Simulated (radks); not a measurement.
**Numerical settings for Cd**

Aim: see which numerical settings matter for neutral cadmium. Each run changes a setting or two against a run with the defaults. The defaults are a mesh step of 0.008 in ln r, a mesh end at 40 bohr or more, Anderson mixing 0.5 over 9 steps and a tight residual threshold, with the energy settled to 1e-9 hartree as well; every run has a cap on iterations.

The numbers are computed with radks (a radial shooting solver on a logarithmic mesh, Libxc functionals) version 1 (Dirac Kohn-Sham, BLYP, spin-unpolarised, spherical densities, point nucleus), except any that are marked as measured or tabulated.

## 1. The system

* element: cadmium (Z = 48)
* charge: 0
* electrons: 48
* configuration: [Kr] 4d10 5s2

The outer shells:

Cd
```
[Kr] core
4d [↑↓][↑↓][↑↓][↑↓][↑↓]
5s [↑↓]
```

## 2. Default settings

Input:

```text
Z 48
configuration [Kr] 4d10 5s2
relativity Dirac
functional b88,lyp
spin unpolarised
j_filling average
nucleus point
c 137.035999084
max_iterations 90
```

Launch:

```
$ python run_ks.py task.json out
```

The same process makes all the runs of this session.

## 3. Mesh step in ln r 0.05

Settings, as their differences from step 2:

```diff
@@ -8,2 +8,3 @@
 c 137.035999084
+mesh_step 0.05
 max_iterations 90
```

## 4. Mesh step in ln r 0.2

Settings, as their differences from step 3:

```diff
@@ -8,3 +8,3 @@
 c 137.035999084
-mesh_step 0.05
+mesh_step 0.2
 max_iterations 90
```

## 5. Mesh step in ln r 0.012

Settings, as their differences from step 4:

```diff
@@ -8,3 +8,3 @@
 c 137.035999084
-mesh_step 0.2
+mesh_step 0.012
 max_iterations 90
```

## 6. Mesh end (bohr) 8

Settings, as their differences from step 5:

```diff
@@ -8,3 +8,3 @@
 c 137.035999084
-mesh_step 0.012
+mesh_end 8
 max_iterations 90
```

## 7. Mesh end (bohr) 5

Settings, as their differences from step 6:

```diff
@@ -8,3 +8,3 @@
 c 137.035999084
-mesh_end 8
+mesh_end 5
 max_iterations 90
```

## 8. Residual threshold 1e-05

Settings, as their differences from step 7:

```diff
@@ -8,3 +8,3 @@
 c 137.035999084
-mesh_end 5
+threshold 1e-05
 max_iterations 90
```

## 9. Residual threshold 1e-13

Settings, as their differences from step 8:

```diff
@@ -8,3 +8,3 @@
 c 137.035999084
-threshold 1e-05
+threshold 1e-13
 max_iterations 90
```

## 10. Mixing 0.05

Settings, as their differences from step 9:

```diff
@@ -8,3 +8,3 @@
 c 137.035999084
-threshold 1e-13
+mixing 0.05
 max_iterations 90
```

## 11. Mixing history 1, mixing 0.5

Settings, as their differences from step 10:

```diff
@@ -8,3 +8,4 @@
 c 137.035999084
-mixing 0.05
+history 1
+mixing 0.5
 max_iterations 90
```

## 12. Mixing history 1, mixing 1

Settings, as their differences from step 11:

```diff
@@ -9,3 +9,3 @@
 history 1
-mixing 0.5
+mixing 1
 max_iterations 90
```

## 13. Mixing history 20

Settings, as their differences from step 12:

```diff
@@ -8,4 +8,3 @@
 c 137.035999084
-history 1
-mixing 1
+history 20
 max_iterations 90
```

## 14. Iteration cap 2

Settings, as their differences from step 13:

```diff
@@ -8,3 +8,2 @@
 c 137.035999084
-history 20
-max_iterations 90
+max_iterations 2
```

Before running it: what results should come out? Wanted: for each run, setting; iterations; converged; change of E.

As calculated:

```tsv
setting	mesh points	iterations	converged	change of E (mhartree)	time
Default settings	2725	15	yes	0	-
mesh step in ln r 0.05	436	15	yes	+0.04093	0.02 s
mesh step in ln r 0.2	109	2	no	-	0.01 s
mesh step in ln r 0.012	1817	15	yes	0	0.08 s
mesh end (bohr) 8	2275	15	yes	+2.305	0.1 s
mesh end (bohr) 5	2216	13	yes	+90.31	0.09 s
residual threshold 1e-05	2725	12	yes	0	0.11 s
residual threshold 1e-13	2725	22	yes	0	0.16 s
mixing 0.05	2725	26	yes	0	0.2 s
mixing history 1, mixing 0.5	2725	30	yes	0	0.18 s
mixing history 1, mixing 1	2725	90	no	-	2.7 s
mixing history 20	2725	20	yes	0	0.14 s
iteration cap 2	2725	2	no	-	0.03 s
```

A zero stands for a change under the printed digits. Converged yet off by more than 1 mhartree: mesh end (bohr) 8; mesh end (bohr) 5. Convergence of the cycle says nothing about the mesh. Not converged or rejected: mesh step in ln r 0.2; mixing history 1, mixing 1; iteration cap 2. A mesh that ends early acts as a hard wall.
